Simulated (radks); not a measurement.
# Sb¹³⁺ in [Ar] 3d10 4s2 4p4 4d4: an all-electron calculation

One table from this session's results is given with a row withheld; the runs are named, their logs left out.

The numbers are computed with radks (a radial shooting solver on a logarithmic mesh, Libxc functionals) version 1 (non-relativistic Kohn-Sham, TPSS, spin-polarised, spherical densities, point nucleus; open shells are filled with parallel spins first), except any that are marked as measured or tabulated.

## Starting point

```
element       : antimony (Z = 51)
charge        : +13
electrons     : 38
configuration : [Ar] 3d10 4s2 4p4 4d4
```

Outer shells as boxes (Hund's rule):

Sb¹³⁺
```
[Ar] core
3d [↑↓][↑↓][↑↓][↑↓][↑↓]
4s [↑↓]
4p [↑↓][↑ ][↑ ]
4d [↑ ][↑ ][↑ ][↑ ][  ]
```

The first run:

Input:

```text
Z 51
configuration [Ar] 3d10 4s2 4p4 4d4
relativity non-relativistic
functional tpss,tpss
spin polarised
nucleus point
```

Among the steps run: Self-consistent calculation.

One table of the session follows, with a row left open; its other results are not shown here.

It belongs to the step «Shells». Sizes of the orbitals, from the radial functions (bohr):

```
  level      <r>  outermost maximum (interpolated)  90 % within  nodes
  1s up  0.02981                            0.0197       0.0530      0
1s down  0.02981                            0.0197       0.0530      0
  2s up   0.1286                             0.109        0.198      1
2s down   0.1285                             0.109        0.198      1
  2p up   0.1096                            0.0855        0.178      0
2p down   0.1096                            0.0855        0.178      0
  3s up   0.3422                             0.311        0.502      2
3s down   0.3420                             0.312        0.501      2
  3p up        ?                                 ?            ?      ?
3p down   0.3327                             0.298        0.498      1
  3d up   0.3033                             0.244        0.476      0
3d down   0.3031                             0.244        0.475      0
  4s up   0.7657                             0.725         1.09      3
4s down   0.7668                             0.723         1.09      3
  4p up   0.7867                             0.740         1.13      2
4p down   0.7894                             0.739         1.14      2
  4d up   0.8309                             0.765         1.22      1
4d down   0.8376                             0.766         1.23      1
```

Q: Estimate the row for 3p up from the others.

As computed: <r>: 0.3329; outermost maximum (interpolated): 0.298; 90 % within: 0.499; nodes: 1. In the column «<r>» it lies between 3p down (0.3327) and 3s down (0.3420).
